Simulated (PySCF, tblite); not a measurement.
**B₂Cl₆O₂Si, a fragment of a glass network (chain of 3): NMR shifts, core binding energies and electronic excitations**

Aim: the NMR shifts, core binding energies and electronic excitations of `ClB(Cl)OB(Cl)O[Si](Cl)(Cl)Cl`. It is drawn as: Si B3 B3, Cl ends, O bridges.

Computed with tblite 0.8.0 and PySCF 2.14.0; each step states its level. No surroundings beyond the atoms listed, unless a continuum is named. Atoms count from 0, parts from 1.

### Step 1. Starting point

11 atoms, charge 0, multiplicity 1; geometry: distance geometry start.

### Step 2. Geometry optimisation with GFN2-xTB

The job: settings as JSON, then the geometry in Å.

```
{"job": {"kind": "relax", "xc": "GFN2-xTB", "basis": "xTB"}, "charge": 0, "multiplicity": 1}
Cl    -2.085823    -2.225405    -0.234971
B     -1.943421    -0.401050     0.221557
Cl    -3.432435     0.367290     0.989077
O     -1.017580     0.380699    -0.577023
B     -0.151141     1.206140     0.251751
Cl    -0.905573     2.739020     0.925159
O      1.237279     1.267667    -0.166431
Si     1.908513    -0.325761    -0.263891
Cl     3.949355    -0.306339    -0.744005
Cl     0.988054    -1.347094    -1.903665
Cl     1.486252    -1.289038     1.522072
```

Method: GFN2-xTB geometry optimisation, gas phase.

Started as:

```bash
> OMP_NUM_THREADS=1 python cluster_run.py task.json out
```

This one command runs all jobs of the session in turn.

**Question.** The jobs that follow are: PBE0-D3(BJ)/def2-SVP geometry optimisation, gas phase; GIAO PBE0/pcSseg-1 NMR shielding, non-relativistic, gas phase; delta-SCF UKS SCAN, pcX-2 on the ionised atom, pcseg-1 elsewhere, spin-free X2C; TDDFT CAM-B3LYP/def2-SVPD, vertical, gas phase, core orbitals frozen in the response. Predict: point group; rotational constants (main isotopes); ³⁵Cl shifts against HCl (PBE0/pcSseg-1); ¹¹B shifts against BF3·OEt2 (PBE0/pcSseg-1); ¹⁷O shifts against H2O (PBE0/pcSseg-1); ²⁹Si shifts against TMS (PBE0/pcSseg-1); potential on the surface of density 0.002 e/bohr³, 1st and 99th percentile; Cl2p binding energies, SCAN/pcX-2 (standing for 3 of 6 atoms); O1s binding energies, SCAN/pcX-2 (standing for 1 of 2 atoms); Si2p binding energies, SCAN/pcX-2; lowest singlet (CAM-B3LYP/def2-SVPD); brightest single state of those computed; lowest triplet; vertical electron affinity (ΔSCF).

**Answer**, as computed:

| quantity | value |
| --- | --- |
| point group | C1 |
| rotational constants (main isotopes) | 0.52, 0.32, 0.26 GHz |
| ³⁵Cl shifts against HCl (PBE0/pcSseg-1) | 204, 188, 160, 153, 153, 120 ppm |
| ¹¹B shifts against BF3·OEt2 (PBE0/pcSseg-1) | 32.2, 21.6 ppm |
| ¹⁷O shifts against H2O (PBE0/pcSseg-1) | 235.8, 184.2 ppm |
| ²⁹Si shifts against TMS (PBE0/pcSseg-1) | -18.8 ppm |
| potential on the surface of density 0.002 e/bohr³, 1st and 99th percentile | -0.26 V and 1.72 V |
| Cl2p binding energies, SCAN/pcX-2 (standing for 3 of 6 atoms) | Cl8 207.63, Cl10 207.60, Cl9 207.60 eV |
| O1s binding energies, SCAN/pcX-2 (standing for 1 of 2 atoms) | O6 539.85 eV |
| Si2p binding energies, SCAN/pcX-2 | Si7 110.74 eV |
| lowest singlet (CAM-B3LYP/def2-SVPD) | 6.76 eV (184 nm), f = 0.001 |
| brightest single state of those computed | state 4, 7.71 eV, f = 0.105 |
| lowest triplet | 6.60 eV |
| vertical electron affinity (ΔSCF) | -0.37 eV (unbound: the value hangs on the basis) |

In words: The start of the PBE0/def2-SVP relaxation was shaken at random by about 0.01 Å, so part of the energy gained, and of the first lengths quoted, undoes that. Over 12 steps the energy fell by 0.207 eV; of the close pairs, Si7–Cl8 changed most, 1.978 to 2.028 Å (PBE0/def2-SVP). No frequency check was run at this level, so the end point may be a saddle. By nearest atom (PBE0/pcSseg-1), the HOMO sits on Cl2 51 %; Cl0 40 % and the LUMO on B1 42 %; B4 19 %. At SCAN/pcX-2: the Cl2p levels computed lie within 0.03 eV of one another, too close to rank. Only 3 of the 6 Cl atoms are covered by sound results. The first singlet state (HOMO→LUMO 0.84, HOMO→LUMO+3 0.10) lies at 6.76 eV and is dark; of the 6 states computed, the strongest absorption comes from state 4 at 7.71 eV. The lowest triplet lies 0.15 eV below the lowest singlet (triplets in Tamm-Dancoff, singlets in full TDDFT). A capped cluster stands for the solid here, so long-range fields and strain are missing, and bands or shifts of the capping hydrogens have no counterpart in it.
